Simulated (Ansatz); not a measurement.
**C3H5NSi: a ladder of functionals and wavefunction methods**

An exercise on one series of results from a longer session: the logs are not shown, and one member is left open.

Computed with Ansatz 0.2.0, Gaussian basis. Level: functionals in def2-TZVPP, the program's frozen cores in correlated methods.

Levels to be run: LDA (SPW92), PBE-D4, revPBE-D4, BLYP-D4, r2SCAN-D4, B97M-V, PBE0-D4, B3LYP-D4, r2SCANh-D4, r2SCAN0-D4, HSE06-D4, BHLYP-D4, CAM-B3LYP-D4, LC-ωPBE, ωB97X-V, ωB97M-V, B2PLYP, PBE-QIDH; CCSD(T)/def2-SVP; CCSD(T)/def2-TZVPP; MP2/def2-QZVPP; extrapolation to the limit; RPA on PBE.

## The relaxed structure

All runs share one geometry, relaxed beforehand with PBE0-D4 in a triple-zeta def2 set.

10 atoms, charge 0, spin multiplicity 1.

Atoms are counted from 1 here; the program's logs count them from 0.

Bond lengths: C1–C2 1.339 Å, C1–N5 1.428 Å, C1–H6 1.086 Å, C2–Si3 1.850 Å, C2–H7 1.081 Å, Si3–C4 1.894 Å, Si3–H8 1.487 Å, Si3–H9 1.487 Å, C4–N5 1.279 Å, C4–H10 1.089 Å. Angles: C2–C1–N5 120.9°, C2–C1–H6 124.7°, N5–C1–H6 114.5°, C1–C2–Si3 105.8°, C1–C2–H7 122.0°, Si3–C2–H7 132.1°, C2–Si3–C4 89.0°, C2–Si3–H8 115.4°, C2–Si3–H9 115.4°, C4–Si3–H8 113.5°, C4–Si3–H9 113.5°, H8–Si3–H9 109.1°, Si3–C4–N5 110.9°, Si3–C4–H10 131.1°, N5–C4–H10 118.0°, C1–N5–C4 113.4°.

Coordinates:

```
C    -1.0459    0.7920   -0.4627
C    -1.1407   -0.3565    0.2198
Si    0.5987   -0.9056    0.5291
C     1.2115    0.6326   -0.3899
N     0.2286    1.3408   -0.8007
H    -1.8928    1.3795   -0.8032
H    -2.0954   -0.7885    0.4854
H     0.9900   -2.1821   -0.1254
H     1.0096   -0.9451    1.9576
H     2.2194    0.9820   -0.6069
```

Set-up of the first run:

File in.yaml:

```yaml
crystal:
  periodic: [false, false, false]
  atoms:
    - {symbol: C, position_ang: [-1.045896, 0.791968, -0.462732]}
    - {symbol: C, position_ang: [-1.140748, -0.356522, 0.219754]}
    - {symbol: Si, position_ang: [0.598744, -0.905613, 0.529124]}
    - {symbol: C, position_ang: [1.211549, 0.632566, -0.389867]}
    - {symbol: N, position_ang: [0.228552, 1.340757, -0.800723]}
    - {symbol: H, position_ang: [-1.892799, 1.379479, -0.803189]}
    - {symbol: H, position_ang: [-2.095382, -0.788545, 0.485399]}
    - {symbol: H, position_ang: [0.989978, -2.182057, -0.125435]}
    - {symbol: H, position_ang: [1.009597, -0.945107, 1.957602]}
    - {symbol: H, position_ang: [2.219404, 0.981976, -0.606936]}
basis:
  gaussian: {orbitals: def2-TZVPP}
hamiltonian: {xc: lda}
output: {orbitals: {seedname: orbitals}}
```

The run is started by

```sh
ansatz run in.yaml --threads 2 --pin off --events-out ev --progress --plain --max-ram 4352MiB
```

Steps of the session up to this table: LDA; PBE-D4 (GGA); revPBE-D4 (GGA); BLYP-D4 (GGA); r2SCAN-D4 (meta-GGA); B97M-V (meta-GGA); B3LYP-D4 (hybrid); r2SCANh-D4 (hybrid); r2SCAN0-D4 (hybrid); HSE06-D4 (hybrid); BHLYP-D4 (hybrid); CAM-B3LYP-D4 (range-separated); LC-ωPBE (range-separated); ωB97X-V (range-separated); ωB97M-V (range-separated); B2PLYP (double hybrid); PBE-QIDH (double hybrid).

One table of the session follows, with a row left open; its other results are not shown here.

It belongs to the step «Orbital energies across the functionals». 

| functional | HOMO (eV) | LUMO (eV) | gap (eV) |
| --- | --- | --- | --- |
| LDA (SPW92) | -5.96 | -3.21 | 2.75 |
| PBE-D4 | -5.85 | -3.00 | 2.86 |
| revPBE-D4 | -5.81 | -2.91 | 2.89 |
| BLYP-D4 | -5.74 | -2.83 | 2.91 |
| r2SCAN-D4 | -6.13 | -2.87 | 3.26 |
| B97M-V | -6.32 | -2.84 | 3.48 |
| PBE0-D4 | -7.28 | -2.03 | 5.25 |
| B3LYP-D4 | -7.04 | -2.22 | 4.82 |
| r2SCANh-D4 | -6.67 | -2.51 | 4.15 |
| r2SCAN0-D4 | -7.47 | -1.97 | 5.50 |
| HSE06-D4 | -6.88 | -2.41 | 4.47 |
| BHLYP-D4 | ? | ? | ? |
| CAM-B3LYP-D4 | -8.67 | -0.84 | 7.83 |
| LC-ωPBE | -10.01 | 0.27 | 10.28 |
| ωB97X-V | -9.69 | 0.21 | 9.90 |
| ωB97M-V | -9.59 | 0.12 | 9.72 |

**Question.** Estimate the row for BHLYP-D4.

Worked estimate for «HOMO (eV)». Against the share of exact exchange, BLYP-D4 (0, -5.74), B3LYP-D4 (0.2, -7.04) give a slope of -6.50 per unit share; at 0.5 the line stands at -8.99.

**Answer.** HOMO (eV): -8.30; LUMO (eV): -0.90; gap (eV): 7.40. In «HOMO (eV)» the line misses by -0.69.
